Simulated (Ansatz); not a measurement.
## BiTe: relaxation of cell and atoms with HSEsol

BiTe:

```
CELL_PARAMETERS angstrom
2.42271 1.39875 3.31729
-2.42271 1.39875 3.31729
0.00000 -2.79750 3.31729
ATOMIC_POSITIONS crystal
Bi 0.50000 0.50000 0.50000
Te 0.00000 0.00000 0.00000
```

The cell comes from a database or a generator and needn't be the stable form of this composition.

```
Program             : Ansatz 0.2.0
Task                : relaxation of cell and atoms
Functional          : HSEsol
Potentials or basis : Ansatz PAW
Cutoff              : 420 eV (not typed: the program's choice for these potentials)
k mesh              : 4 × 4 × 4
Occupations         : fermi-dirac, width 0.05 eV
Spin                : no spin polarisation
```

The relaxed volume is 31.60 Å³/atom. The relaxed cell is a = 4.235 Å, b = 4.235 Å, c = 4.235 Å, α = 68.39°, β = 68.39°, γ = 68.39°, the space group after relaxing (to 0.05 Å) is R-3m (No. 166) and the energy gained by relaxing is 22.5 meV/atom. The ionic steps are 6, the pressure after relaxing is 0.0 GPa and the band gap on the k mesh is none (metal or under the smearing width).

Step by step:
```csv
step,energy change (eV),largest force (eV/Å),volume (Å³)
1,0.0000,0.0000,67.45
2,-0.0293,0.0000,61.11
3,-0.0455,0.0000,63.54
4,-0.0459,0.0000,63.25
5,-0.0459,0.0000,63.21
6,-0.0449,0.0000,63.21
```

Final structure:
```xyz
2
Lattice="2.3799 1.3740 3.2217 -2.3799 1.3740 3.2217 0.0000 -2.7480 3.2217" Properties=species:S:1:pos:R:3 pbc="T T T"
Bi    0.0000    0.0000    4.8325
Te    0.0000    0.0000    0.0000
```

Levels at points of the mesh, in eV from the Fermi level:
```csv
k point,band 11,band 12,band 13,band 14,band 15,band 16,band 17,band 18,band 19,band 20
"(0.00, 0.00, 0.00)",-15.58,-8.82,-3.71,-3.71,-2.13,2.24,3.04,3.04,4.17,4.17
"(0.00, 0.00, -0.50)",-13.32,-12.87,-2.40,-2.31,-1.20,-1.15,-0.83,0.46,7.16,7.33
"(0.00, -0.50, -0.50)",-13.30,-11.05,-6.97,-5.64,-4.15,2.36,3.61,4.28,5.49,8.93
"(-0.50, -0.50, -0.50)",-12.84,-12.27,-3.03,-3.03,-2.78,-1.99,-1.70,-1.70,8.77,9.49
```

Run time: 44 s on 1 × NVIDIA H100 80GB HBM3 with 2 threads of AMD EPYC 7R13 Processor (Zen 3), on a shared host, peak memory 1.9 GiB.

Caveat: the k mesh is coarse (spacing up to 0.41 Å⁻¹), so the values aren't converged, least of all with exact exchange; the plane-wave basis is chosen anew once the cell has moved, so the energies of steps on either side of that aren't comparable; spin-orbit coupling is left out, which moves the levels of the heavy elements; the PAW data sets come from PBE, with cores solved anew for the run's functional, which leaves a small shift of forces and pressure.
